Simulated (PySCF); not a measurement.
# BeSb (quartet) at other levels of theory

Aim: see what other levels and later steps give for BeSb (quartet).

Program: PySCF 2.14.0. Level of theory: each script names its method and basis. These are calculated values, not measurements.

1 further run of the same task is left out (it didn't finish).

## Step 1: The system as given

BeSb (quartet): 2 atoms, charge 0, spin multiplicity 4.

No contacts short enough for the rule that draws bonds.

## Step 2: The run that the others are compared with

Contents of input.py:

```python
from pyscf import gto, dft

mol = gto.M(
    atom='Be 0 0 0; Sb 0 0 2.441',
    basis='def2-svp',
    ecp={'Sb': 'def2-svp'},
    charge=0,
    spin=3,
    verbose=4,
)
mf = dft.UKS(mol, xc='wb97')
mf.kernel()
g = mf.nuc_grad_method()
g.grid_response = True
g.kernel()
mf.dip_moment()
print('orbital energies (hartree):', [e[max(0, n-3):n+3].round(4) for e, n in zip(mf.mo_energy, mol.nelec)])
```

Launch:

```
$ python input.py
```

## Step 3: MP2 (UHF)

Run 1 changes step after the SCF: gradient → mp2; SCF type: UKS → UHF; functional: wb97 → none (Hartree–Fock); frozen orbitals: none → 4.

Edit input.py of step 2 so:

```diff
@@ -1,2 +1,2 @@
-from pyscf import gto, dft
+from pyscf import gto, scf, mp
 
@@ -10,7 +10,5 @@
 )
-mf = dft.UKS(mol, xc='wb97')
+mf = scf.UHF(mol)
 mf.kernel()
-g = mf.nuc_grad_method()
-g.grid_response = True
-g.kernel()
+mp.MP2(mf, frozen=4).kernel()
 mf.dip_moment()
```

## Step 4: ROKS

Run 2 changes SCF type: UKS → ROKS.

Contents of input.py:

```python
from pyscf import gto, dft

mol = gto.M(
    atom='Be 0 0 0; Sb 0 0 2.441',
    basis='def2-svp',
    ecp={'Sb': 'def2-svp'},
    charge=0,
    spin=3,
    verbose=4,
)
mf = dft.ROKS(mol, xc='wb97')
mf.kernel()
g = mf.nuc_grad_method()
g.grid_response = True
g.kernel()
mf.dip_moment()
print('orbital energies (hartree):', mf.mo_energy[..., max(0, mol.nelec[1]-3):mol.nelec[0]+3].round(4))
```

## Step 5: Camb3lyp

Run 3 changes functional: wb97 → camb3lyp.

Edit input.py of step 2 so:

```diff
@@ -10,3 +10,3 @@
 )
-mf = dft.UKS(mol, xc='wb97')
+mf = dft.UKS(mol, xc='camb3lyp')
 mf.kernel()
```

## Step 6: Population analysis

Run 4 changes step after the SCF: gradient → analyze.

Edit input.py of step 2 so:

```diff
@@ -12,5 +12,3 @@
 mf.kernel()
-g = mf.nuc_grad_method()
-g.grid_response = True
-g.kernel()
+mf.mulliken_pop()
 mf.dip_moment()
```

## Step 7: Hse06

Run 5 changes functional: wb97 → hse06.

Edit input.py of step 2 so:

```diff
@@ -10,3 +10,3 @@
 )
-mf = dft.UKS(mol, xc='wb97')
+mf = dft.UKS(mol, xc='hse06')
 mf.kernel()
```

## Step 8: TDA

Run 6 changes step after the SCF: gradient → tda; number of roots: none → 5.

Edit input.py of step 2 so:

```diff
@@ -1,2 +1,2 @@
-from pyscf import gto, dft
+from pyscf import gto, dft, tdscf
 
@@ -12,5 +12,6 @@
 mf.kernel()
-g = mf.nuc_grad_method()
-g.grid_response = True
-g.kernel()
+td = tdscf.TDA(mf)
+td.nstates = 5
+td.kernel()
+td.analyze(verbose=3)
 mf.dip_moment()
```

What does the calculation give? Wanted: for each run, E(SCF); from base; gap, α spin; SCF dipole; after the SCF.

**Answer**, as computed:

```
                run  E(SCF) (hartree)  from base (eV)  cycles  gap, α spin (eV)  SCF dipole (D)                           after the SCF
               base       -254.909316               0      12              8.47            0.16                                     n/a
          MP2 (UHF)       -253.849512  not comparable      12              9.12            0.63  MP2 correlation -2.467 eV, core frozen
               ROKS       -254.908018         +0.0353      11               n/a            0.12                                     n/a
           camb3lyp       -254.866475  not comparable      12              6.35            0.01                                     n/a
population analysis       -254.909316          0.0000      12              8.47            0.16                                     n/a
              hse06       -254.880925  not comparable      12              3.33            0.13                                     n/a
                TDA       -254.909316          0.0000      12              8.47            0.16               lowest root found 1.86 eV
```

Total energies of different functionals can't be compared with each other; differences within one functional can.
